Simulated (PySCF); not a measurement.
# CGaN (Gallium Isocyanide): the cost of one run

Programs: PySCF 2.14.0, with routines of our own; each step states its level. All values are computed. Atoms count from 0.

### Step 1. The system as given

3 atoms, charge 0, multiplicity 1; geometry from: GFN2-xTB.

### Step 2. Geometry optimisation at PBE0-D3(BJ)/def2-SVP

Job settings and geometry (Å):

```
{"job": {"xc": "PBE0", "basis": "def2-SVP", "d3": "d3bj", "grid": 1, "maxiter": 30, "shake": 0.01, "kind": "geom"}, "charge": 0, "multiplicity": 1}
C     -1.276250    -0.527210     0.001080
N     -0.232070    -0.007980    -0.012430
Ga     1.514330     0.810660    -0.007830
```

On the command line:

```sh
OMP_NUM_THREADS=1 python heavy_run.py task.json out
```

The driver reads the jobs from task.json and runs them one after another.

Q: Estimate the wall time and peak memory of this first job on 1 thread of Arm Neoverse N1, shared host.

About 6.1 s, with a peak of 0.28 GiB.
